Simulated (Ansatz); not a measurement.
# UCCSDT/STO-3G run of GeH3 (SMILES [GeH3])

Aim: the vertical doublet–quartet gap of GeH3 at UCCSDT/STO-3G, from 2 runs. 

Program for the calculation: Ansatz 0.2.0.

27 further runs of the same task are left out: 1 that didn't finish, 26 set aside as unsound or not needed.

### Step 1. The structure to begin with

GeH3: 4 atoms, total charge 0, spin state doublet. As SMILES, `[GeH3]`. Geometry: relaxed at PBE0-D4/def2-TZVP.

Bond lengths: Ge1–H2 1.539 Å, Ge1–H3 1.539 Å, Ge1–H4 1.539 Å. Angles: H2–Ge1–H3 111.1°, H2–Ge1–H4 111.1°, H3–Ge1–H4 111.1°.

### Step 2. The energy at UCCSDT/STO-3G

Input file input.yaml:

```yaml
crystal:
  periodic: [false, false, false]
  atoms:
    - {symbol: Ge, position_ang: [0.214600, -0.125900, -0.249400]}
    - {symbol: H, position_ang: [1.055000, 0.109600, 1.018300]}
    - {symbol: H, position_ang: [-0.882800, -1.175900, -0.000100]}
    - {symbol: H, position_ang: [-0.386800, 1.192200, -0.768800]}
basis:
  gaussian: {orbitals: STO-3G}
magnetization: {spin_polarized: true, initial_magnetization: 1}
correlation: {method: ccsdt, frozen_orbitals: {Ge: 9, H: 0}}
accuracy: high
scf: {omitted_lower_state_checks: [cluster_reference, increment]}
```

Run with:

```bash
ansatz run input.yaml --threads 1 --pin off --max-ram 2610MiB --events-out events.jsonl --progress --plain --runs-dir runs
```

Output, shortened:

```text
Warning: RAYON_NUM_THREADS=1 ignored (pool sized by the plan → 1); use --threads N
Functional definition: HF
  name "HF"
[...]
263 factors; integrals over basis functions are off by at most 1.2e-8 eV
[...]
mean field -55876.92859105 eV, -2053.4392509786 hartree, gradient 5.5e-8 eV, S^2 0.753568; 0 other end points of the search recorded, 0 dependent functions left out
9 core orbitals not correlated: weight in the atoms' cores, before any rotation towards them, 1.000 or more for the frozen orbitals, at most 0.000 for the correlated occupied ones
reference -55876.92859105 eV, -2053.4392509786 hartree; 9, 8 occupied and 3, 4 virtual orbitals, 263 factors
second order -0.92372870 eV of doubles, -0.00000000 eV of singles
cycle   1  -1.23421204 eV  change   -3.1e-1 eV  update   4.9e-2
[...]
cycle  24  -1.44180135 eV  change  -7.5e-10 eV  update  5.4e-10
Total energy: -55878.37039240 eV, -2053.4922362009 hartree
Checks for a lower state left out: cluster_reference, increment
```

Wall time 0.62 s (1 thread of Arm Neoverse V1, shared host).

### Step 3. The quartet, same level

Input file input.yaml:

```yaml
crystal:
  periodic: [false, false, false]
  atoms:
    - {symbol: Ge, position_ang: [0.214600, -0.125900, -0.249400]}
    - {symbol: H, position_ang: [1.055000, 0.109600, 1.018300]}
    - {symbol: H, position_ang: [-0.882800, -1.175900, -0.000100]}
    - {symbol: H, position_ang: [-0.386800, 1.192200, -0.768800]}
basis:
  gaussian:
    orbitals: STO-3G
magnetization:
  spin_polarized: true
  initial_magnetization: 3
correlation:
  method: ccsdt
  frozen_orbitals: {Ge: 9, H: 0}
accuracy: high
scf:
  omitted_lower_state_checks: [cluster_reference, increment]
```

Run with:

```bash
ansatz run input.yaml --threads 1 --pin off --max-ram 2610MiB --events-out events.jsonl --progress --plain --runs-dir runs
```

Output:

```text
Warning: RAYON_NUM_THREADS=1 ignored (pool sized by the plan → 1); use --threads N
[... 13 lines left out ...]
9 core orbitals not correlated: weight in the atoms' cores, before any rotation towards them, 1.000 or more for the frozen orbitals, at most 0.000 for the correlated occupied ones
[... 197 lines left out ...]
Total energy: -55866.53832628 eV, -2053.0574157911 hartree
Checks for a lower state left out: cluster_reference, increment
```

Wall time 2.3 s (1 thread of Arm Neoverse V1, shared host).

### Step 4. Outcome

Level: UCCSDT/STO-3G, 9 core orbitals frozen.

```
                                            quantity           value
                               doublet: total energy  -2053.49224 Eh
doublet: correlation energy (9 core orbitals frozen)       -53.0 mEh
          doublet: ⟨S²⟩ of the reference determinant           0.754
                              doublet: T1 diagnostic           0.003
                               quartet: total energy  -2053.05742 Eh
quartet: correlation energy (9 core orbitals frozen)       -43.1 mEh
          quartet: ⟨S²⟩ of the reference determinant           3.754
                              quartet: T1 diagnostic           0.045
    vertical energy of the quartet above the doublet       11.832 eV
```

What this shows: At this shape the quartet lies 11.83 eV (1142 kJ/mol) above the doublet. In a minimal basis such a difference can be off by several eV, whatever the method. The T1 diagnostic (quartet) of 0.045 is above the customary mark for such species, so a single reference may not serve.
